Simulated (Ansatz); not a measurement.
# CHGeO (doublet): from Hartree-Fock to the top rungs, cc-pVTZ

An exercise on one series of results from a longer session: the logs are not shown, and one member is left open.

Computed with Ansatz 0.2.0, Gaussian basis. Level: cc-pVTZ, core rule «outside noble gas», up to 16 orbitals frozen.

To be run: UHF; CCSD(T) on ROHF; CCSD(T) on UHF; BCCD(T) on ROHF; CCSDT(Q) on ROHF; CCSDT(Q) on UHF.

4 further runs of the same task are left out: 1 for a known fault of the program, 3 set aside as unsound or not needed. Runs told in other sessions of the task aren't counted.

### The system

The geometry is a PBE0/def2-TZVP stationary point (not a proven minimum) of the parent state, kept for this charge and spin. No spin-orbit coupling is included. The filled d shell of Ge may be among the frozen orbitals whatever the setting's name suggests.

4 atoms, charge 0, spin multiplicity 2.

Atoms are counted from 1 here; the program's logs count them from 0.

Bond lengths: C1–Ge2 1.966 Å, Ge2–O3 1.786 Å, O3–H4 0.962 Å. Angles: C1–Ge2–O3 99.3°, Ge2–O3–H4 113.3°.

The first run:

Input file in.yaml:

```yaml
crystal:
  periodic: [false, false, false]
  atoms:
    - {symbol: C, position_ang: [0.000000, -1.033092, 1.493061]}
    - {symbol: Ge, position_ang: [0.000000, 0.334803, 0.081537]}
    - {symbol: O, position_ang: [0.000000, -0.729085, -1.353363]}
    - {symbol: H, position_ang: [0.000000, -0.245076, -2.185226]}
basis:
  gaussian: {orbitals: cc-pVTZ}
magnetization: {spin_polarized: true, initial_magnetization: 1}
hamiltonian: {xc: hf}
output: {orbitals: {seedname: orbitals}}
```

The run is started by

```bash
$ ansatz run in.yaml --threads 1 --pin off --events-out ev --progress --plain --max-ram 2560MiB --backend cpu
```

Steps of the session up to this table: UHF; CCSD(T) on ROHF; CCSD(T) on UHF; BCCD(T) on ROHF; CCSDT(Q) on ROHF; CCSDT(Q) on UHF.

One of the session's tables, all rows but one given; the rest of the session is left out.

It belongs to the step «Misses and costs». 

```
   method  from RCCSDT(Q) (kcal/mol)
     ROHF                    +305.67
      UHF                    +290.20
     RMP2                     +35.37
     UMP2                     +32.19
    RCCSD                     +15.01
    UCCSD                     +11.60
 RCCSD(T)                      +2.32
 UCCSD(T)                          ?
  BCCD(T)                      +2.30
   RCCSDT                      +0.96
   UCCSDT                      -7.51
RCCSDT(Q)                          0
UCCSDT(Q)                     -13.57
```

Q: Estimate the row for UCCSD(T) from the others.

**Answer.** from RCCSDT(Q) (kcal/mol): -1.06. In the column «from RCCSDT(Q) (kcal/mol)» it lies between UCCSDT (-7.51) and RCCSDT(Q) (0).

Caveats from the session: The determinant of HF (⟨S²⟩ 1.73) is far from a pure spin state, so its energy mixes those of several spin states; that is harmless only where they are near-degenerate. The determinant of CCSD(T) (⟨S²⟩ 1.60) is far from a pure spin state, so its energy mixes those of several spin states; high orders of coupled cluster remove much of that, low ones don't. The determinant of CCSDT(Q) (⟨S²⟩ 1.60) is far from a pure spin state, so its energy mixes those of several spin states; high orders of coupled cluster remove much of that, low ones don't. The program flags UCCSD(T), UCCSDT(Q) as in doubt, so read those rows with care; the flags are large difference, other amplitudes. Warnings: spin contamination; coupled cluster took another determinant than the lowest. Restricted and unrestricted rows rest on different reference determinants; a gap between their highest levels can come from leftover correlation error, from unlike frozen cores or from another state.
